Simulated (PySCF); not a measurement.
**Pb³⁺: ionisation energy in x2c-QZVPPall**

Each state of lead is computed at each level; their differences give the ionisation energy. How far do the methods differ?

Method: unrestricted determinants in a Gaussian basis, no spin-orbit coupling in the energies. Code: PySCF 2.14.0.

## Step 1: Starting point

| Quantity | Value |
| --- | --- |
| Element | lead (Z = 82) |
| Basis | x2c-QZVPPall |
| Hamiltonian | scalar relativity by spin-free X2C-1e |
| State 1 | Pb³⁺: [Xe] 4f14 5d10 6s1, 2S determinant |
| Needed too, but not shown | Pb²⁺ [Xe] 4f14 5d10 6s2 (1S) |
| Methods | UHF, LDA, PBE, PBE0, r2SCAN, MP2 |
| Core shells frozen in the correlated runs | valence and next inner shell: [Kr] 4d10 4f14 (for Pb³⁺) |

Outer shells as boxes (Hund's rule):

Pb3+ [Xe] 4f14 5d10 6s1
```
[Xe] core
4f [↑↓][↑↓][↑↓][↑↓][↑↓][↑↓][↑↓]
5d [↑↓][↑↓][↑↓][↑↓][↑↓]
6s [↑ ]
```

The runs were made by one driver on top of PySCF. The scripts below sum up each run's settings (the driver also hands on starting orbitals that pick excited configurations, and frozen orbitals as a list rather than a count), and the logs come from the driver's own runs. The driver starts from symmetry-adapted Hartree-Fock orbitals, holds the occupation by maximum overlap and uses a logarithmic radial grid for functionals, so a plain start would take other cycles.

The integrals over 142 functions and the set-up took 37 s of CPU time.

## Step 2: Pb³⁺, method by method

**UHF**

input.py

```python
from pyscf import gto, scf, dft, mp, cc
import basis_set_exchange as bse
mol = gto.M(atom="Pb 0 0 0", charge=3, spin=1, symmetry="D2h",
            basis=gto.basis.parse(bse.get_basis("x2c-QZVPPall", elements=["Pb"], fmt="nwchem")),
            nucmod="G")
mf = scf.UHF(mol).sfx2c1e()
mf.irrep_nelec = {'Ag': (12, 11), 'B1g': (3, 3), 'B2g': (3, 3), 'B3g': (3, 3), 'Au': (1, 1), 'B1u': (6, 6), 'B2u': (6, 6), 'B3u': (6, 6)}
mf.kernel()
```

Output:

```text
damping factor = 0
level_shift factor = 0
DIIS = <class 'pyscf.scf.diis.CDIIS'>
diis_start_cycle = 1
diis_space = 10
diis_damp = 0
SCF conv_tol = 1e-09
SCF conv_tol_grad = None
number electrons alpha = 40  beta = 39
cycle= 1 E= -20878.3306994759  delta_E= -1.09e-11  |g|= 6.32e-06  |ddm|= 2.96e-05
converged SCF energy = -20878.3306994759  <S^2> = 0.75097219  2S+1 = 2.000972
```

It used 7.7 s of CPU time after the integrals (shared host).

Orbital energies by shell (radii are means over both spins):

```tsv
shell	electrons	mean orbital energy (eV)	spread (eV)	rms radius (bohr)
1s α	1	-88523.7	0	0.0181
1s β	1	-88523.5	0	0.0181
2s α	1	-16013.4	0	0.0730
2s β	1	-16013.3	0	0.0730
2p α	3	-13808.0	0	0.0673
2p β	3	-13808.0	0	0.0673
3s α	1	-3938.4	0	0.186
3s β	1	-3938.3	0	0.186
3p α	3	-3293.2	0	0.189
3p β	3	-3293.2	0	0.189
3d α	5	-2600.1	0	0.173
3d β	5	-2600.1	0	0.173
4s α	1	-953.09	0	0.408
4s β	1	-952.88	0	0.408
4p α	3	-737.03	0	0.435
4p β	3	-736.95	0	0.435
4d α	5	-475.09	0	0.462
4d β	5	-475.06	0	0.462
5s α	1	-195.68	0	0.916
5s β	1	-195.20	0	0.916
4f α	7	-187.29	0	0.494
4f β	7	-187.26	0	0.494
5p α	3	-133.07	0	1.04
5p β	3	-132.91	0	1.04
5d α	5	-57.688	0	1.36
5d β	5	-57.259	0	1.36
6s α	1	-40.823	0	2.27
```

⟨S²⟩ = 0.751, ⟨L²⟩ = 0.00.

The p, d and f levels are scalar averages; spin-orbit coupling splits them strongly at this Z.

**LDA**

input.py, as changed from the run before:

```diff
@@ -5,3 +5,3 @@
             nucmod="G")
-mf = scf.UHF(mol).sfx2c1e()
+mf = dft.UKS(mol, xc="LDA,VWN").sfx2c1e()
 mf.irrep_nelec = {'Ag': (12, 11), 'B1g': (3, 3), 'B2g': (3, 3), 'B3g': (3, 3), 'Au': (1, 1), 'B1u': (6, 6), 'B2u': (6, 6), 'B3u': (6, 6)}
```

Output:

```text
damping factor = 0
level_shift factor = 0
DIIS = <class 'pyscf.scf.diis.CDIIS'>
diis_start_cycle = 1
diis_space = 10
diis_damp = 0
SCF conv_tol = 1e-09
SCF conv_tol_grad = None
number electrons alpha = 40  beta = 39
XC functionals = LDA,VWN
    P. A. M. Dirac.,  Math. Proc. Cambridge Philos. Soc. 26, 376 (1930)
    F. Bloch.,  Z. Phys. 57, 545 (1929)
    S. H. Vosko, L. Wilk, and M. Nusair.,  Can. J. Phys. 58, 1200 (1980)
cycle= 1 E= -20871.736911078  delta_E= -0.0743  |g|= 0.223  |ddm|= 1.31
cycle= 2 E= -20871.7358462117  delta_E= 0.00106  |g|= 0.272  |ddm|= 0.453
cycle= 3 E= -20871.7392310529  delta_E= -0.00338  |g|= 0.00309  |ddm|= 0.257
cycle= 4 E= -20871.7392312741  delta_E= -2.21e-07  |g|= 0.00056  |ddm|= 0.00146
cycle= 5 E= -20871.7392313113  delta_E= -3.73e-08  |g|= 0.000311  |ddm|= 0.000763
cycle= 6 E= -20871.7392313232  delta_E= -1.18e-08  |g|= 1.19e-06  |ddm|= 0.000351
cycle= 7 E= -20871.7392313232  delta_E= -1.46e-11  |g|= 1.44e-07  |ddm|= 1.94e-06
converged SCF energy = -20871.7392313232  <S^2> = 0.75032018  2S+1 = 2.0003202
```

It used 5.1 s of CPU time after the integrals (shared host).

**PBE**

input.py, as changed from the run before:

```diff
@@ -5,3 +5,3 @@
             nucmod="G")
-mf = dft.UKS(mol, xc="LDA,VWN").sfx2c1e()
+mf = dft.UKS(mol, xc="PBE").sfx2c1e()
 mf.irrep_nelec = {'Ag': (12, 11), 'B1g': (3, 3), 'B2g': (3, 3), 'B3g': (3, 3), 'Au': (1, 1), 'B1u': (6, 6), 'B2u': (6, 6), 'B3u': (6, 6)}
```

Output:

```text
damping factor = 0
level_shift factor = 0
DIIS = <class 'pyscf.scf.diis.CDIIS'>
diis_start_cycle = 1
diis_space = 10
diis_damp = 0
SCF conv_tol = 1e-09
SCF conv_tol_grad = None
number electrons alpha = 40  beta = 39
XC functionals = PBE
    J. P. Perdew, K. Burke, and M. Ernzerhof.,  Phys. Rev. Lett. 77, 3865 (1996)
    J. P. Perdew, K. Burke, and M. Ernzerhof.,  Phys. Rev. Lett. 78, 1396 (1997)
    J. P. Perdew, K. Burke, and M. Ernzerhof.,  Phys. Rev. Lett. 77, 3865 (1996)
    J. P. Perdew, K. Burke, and M. Ernzerhof.,  Phys. Rev. Lett. 78, 1396 (1997)
cycle= 1 E= -20884.3155981583  delta_E= -0.0544  |g|= 0.195  |ddm|= 0.983
cycle= 2 E= -20884.314844273  delta_E= 0.000754  |g|= 0.238  |ddm|= 0.425
cycle= 3 E= -20884.3173901539  delta_E= -0.00255  |g|= 0.0044  |ddm|= 0.221
cycle= 4 E= -20884.3173906258  delta_E= -4.72e-07  |g|= 0.000889  |ddm|= 0.00276
cycle= 5 E= -20884.3173907376  delta_E= -1.12e-07  |g|= 0.000236  |ddm|= 0.00121
cycle= 6 E= -20884.3173907443  delta_E= -6.73e-09  |g|= 1.56e-06  |ddm|= 0.000277
cycle= 7 E= -20884.3173907443  delta_E= 2.91e-11  |g|= 1.4e-07  |ddm|= 2.46e-06
converged SCF energy = -20884.3173907443  <S^2> = 0.75040443  2S+1 = 2.0004044
```

It used 8.6 s of CPU time after the integrals (shared host).

**PBE0**

input.py, as changed from the run before:

```diff
@@ -5,3 +5,3 @@
             nucmod="G")
-mf = dft.UKS(mol, xc="PBE").sfx2c1e()
+mf = dft.UKS(mol, xc="PBE0").sfx2c1e()
 mf.irrep_nelec = {'Ag': (12, 11), 'B1g': (3, 3), 'B2g': (3, 3), 'B3g': (3, 3), 'Au': (1, 1), 'B1u': (6, 6), 'B2u': (6, 6), 'B3u': (6, 6)}
```

Output:

```text
damping factor = 0
level_shift factor = 0
DIIS = <class 'pyscf.scf.diis.CDIIS'>
diis_start_cycle = 1
diis_space = 10
diis_damp = 0
SCF conv_tol = 1e-09
SCF conv_tol_grad = None
number electrons alpha = 40  beta = 39
XC functionals = PBE0
    C. Adamo and V. Barone.,  J. Chem. Phys. 110, 6158 (1999)
    M. Ernzerhof and G. E. Scuseria.,  J. Chem. Phys. 110, 5029 (1999)
cycle= 1 E= -20884.039092633  delta_E= -0.0302  |g|= 0.116  |ddm|= 0.711
cycle= 2 E= -20884.0390641843  delta_E= 2.84e-05  |g|= 0.121  |ddm|= 0.267
cycle= 3 E= -20884.039660965  delta_E= -0.000597  |g|= 0.00233  |ddm|= 0.112
cycle= 4 E= -20884.039661324  delta_E= -3.59e-07  |g|= 0.000554  |ddm|= 0.00339
cycle= 5 E= -20884.0396613687  delta_E= -4.47e-08  |g|= 0.000198  |ddm|= 0.000688
cycle= 6 E= -20884.0396613724  delta_E= -3.7e-09  |g|= 1.81e-06  |ddm|= 0.000275
cycle= 7 E= -20884.0396613724  delta_E= 2.18e-11  |g|= 1.37e-07  |ddm|= 7.12e-06
converged SCF energy = -20884.0396613724  <S^2> = 0.75049118  2S+1 = 2.0004911
```

It used 13 s of CPU time after the integrals (shared host).

**r2SCAN**

input.py, as changed from the run before:

```diff
@@ -5,3 +5,3 @@
             nucmod="G")
-mf = dft.UKS(mol, xc="PBE0").sfx2c1e()
+mf = dft.UKS(mol, xc="R2SCAN").sfx2c1e()
 mf.irrep_nelec = {'Ag': (12, 11), 'B1g': (3, 3), 'B2g': (3, 3), 'B3g': (3, 3), 'Au': (1, 1), 'B1u': (6, 6), 'B2u': (6, 6), 'B3u': (6, 6)}
```

Output:

```text
damping factor = 0
level_shift factor = 0
DIIS = <class 'pyscf.scf.diis.CDIIS'>
diis_start_cycle = 1
diis_space = 10
diis_damp = 0
SCF conv_tol = 1e-09
SCF conv_tol_grad = None
number electrons alpha = 40  beta = 39
XC functionals = R2SCAN
    J. W. Furness, A. D. Kaplan, J. Ning, J. P. Perdew, and J. Sun.,  J. Phys. Chem. Lett. 11, 8208-8215 (2020)
    J. W. Furness, A. D. Kaplan, J. Ning, J. P. Perdew, and J. Sun.,  J. Phys. Chem. Lett. 11, 9248-9248 (2020)
    J. W. Furness, A. D. Kaplan, J. Ning, J. P. Perdew, and J. Sun.,  J. Phys. Chem. Lett. 11, 8208-8215 (2020)
    J. W. Furness, A. D. Kaplan, J. Ning, J. P. Perdew, and J. Sun.,  J. Phys. Chem. Lett. 11, 9248-9248 (2020)
cycle= 1 E= -20884.2794216897  delta_E= -0.0292  |g|= 0.193  |ddm|= 0.886
cycle= 2 E= -20884.2791425657  delta_E= 0.000279  |g|= 0.205  |ddm|= 0.396
cycle= 3 E= -20884.2807805734  delta_E= -0.00164  |g|= 0.00604  |ddm|= 0.189
cycle= 4 E= -20884.2807848464  delta_E= -4.27e-06  |g|= 0.00261  |ddm|= 0.012
cycle= 5 E= -20884.2807856645  delta_E= -8.18e-07  |g|= 0.000153  |ddm|= 0.00313
cycle= 6 E= -20884.2807856669  delta_E= -2.33e-09  |g|= 6.99e-06  |ddm|= 0.000541
cycle= 7 E= -20884.2807856669  delta_E=    0  |g|= 3.43e-07  |ddm|= 4.88e-05
converged SCF energy = -20884.2807856669  <S^2> = 0.75134995  2S+1 = 2.0013495
```

CPU time 18 s on a shared host, the integrals not counted.

**MP2 (valence and next inner shell)**

input.py, as changed from the run before:

```diff
@@ -5,4 +5,5 @@
             nucmod="G")
-mf = dft.UKS(mol, xc="R2SCAN").sfx2c1e()
+mf = scf.UHF(mol).sfx2c1e()
 mf.irrep_nelec = {'Ag': (12, 11), 'B1g': (3, 3), 'B2g': (3, 3), 'B3g': (3, 3), 'Au': (1, 1), 'B1u': (6, 6), 'B2u': (6, 6), 'B3u': (6, 6)}
 mf.kernel()
+mp.UMP2(mf, frozen=30).kernel()
```

The driver printed no log here.

CPU time 7.4 s on a shared host, the integrals not counted.

With 19 electrons correlated, the MP2 correlation energy is -0.52695 hartree (-0.18229 same spin, -0.34466 opposite spin); the SCS form gives -0.47436. Largest pairs of shells: 5d-5d -0.2763, 5p-5d -0.1062, 5d-6s -0.0586, 5p-5p -0.0348, 5s-5d -0.0235.

Radial density 4πr²ρ of Pb³⁺ at UHF, without picture-change correction:

```tsv
r (bohr)	density	spin density
0.000262	3.66	0.000
0.000441	7.30	0.001
0.000741	14.2	0.002
0.00125	26.6	0.003
0.00210	47.5	0.006
0.00353	77.2	0.009
0.00593	108	0.011
0.00998	120	0.007
0.0168	104	0.000
0.0282	114	0.005
0.0475	155	0.014
0.0799	123	-0.011
0.134	145	0.026
0.226	85.7	0.010
0.380	96.1	-0.001
0.639	33.9	0.143
1.08	19.9	-0.082
1.81	4.43	0.693
3.04	0.320	0.211
5.12	0.00252	0.002
```

## Step 3: The energy differences

Ionisation energy: Pb²⁺ [Xe] 4f14 5d10 6s2 (1S) → Pb³⁺ [Xe] 4f14 5d10 6s1 (2S).

```tsv
method	value (eV)	error (eV)
UHF	29.776	-2.162
LDA	32.596	+0.659
PBE	32.110	+0.172
PBE0	31.752	-0.185
r2SCAN	31.882	-0.055
MP2 (valence)	30.368	-1.569
SCS-MP2 (valence)	30.486	-1.451
MP2 (valence and next inner shell)	32.016	+0.078
SCS-MP2 (valence and next inner shell)	31.865	-0.073
```

Reference: 31.937 eV (measured; NIST levels, between the centres of gravity of the two terms).

The differences also use runs on Pb²⁺ [Xe] 4f14 5d10 6s2 (1S), which are not shown here. The runs at MP2 (valence) are not shown; their differences are listed all the same.

## Step 4: Summary of results

| quantity | value |
| --- | --- |
| ionisation energy, Pb²⁺ | UHF 29.776, MP2 (valence and next inner shell) 32.016 eV; reference 31.937 |

Accuracy by level (over 1 difference):

```tsv
method	mean absolute miss against the measured value (with the measured fine structure taken into account where it is known) (eV)
UHF	2.162
LDA	0.659
PBE	0.172
PBE0	0.185
r2SCAN	0.055
MP2 (valence)	1.569
SCS-MP2 (valence)	1.451
MP2 (valence and next inner shell)	0.078
SCS-MP2 (valence and next inner shell)	0.073
```

In words: Against experiment r2SCAN comes closest (off by 0.06 eV), level with SCS-MP2 (valence and next inner shell) and UHF is farthest (2.16 eV). Hartree-Fock falls short because the species with more electrons holds more correlation energy, which it lacks. PBE is off by +0.17 eV. The basis is finite, and no extrapolation was made.
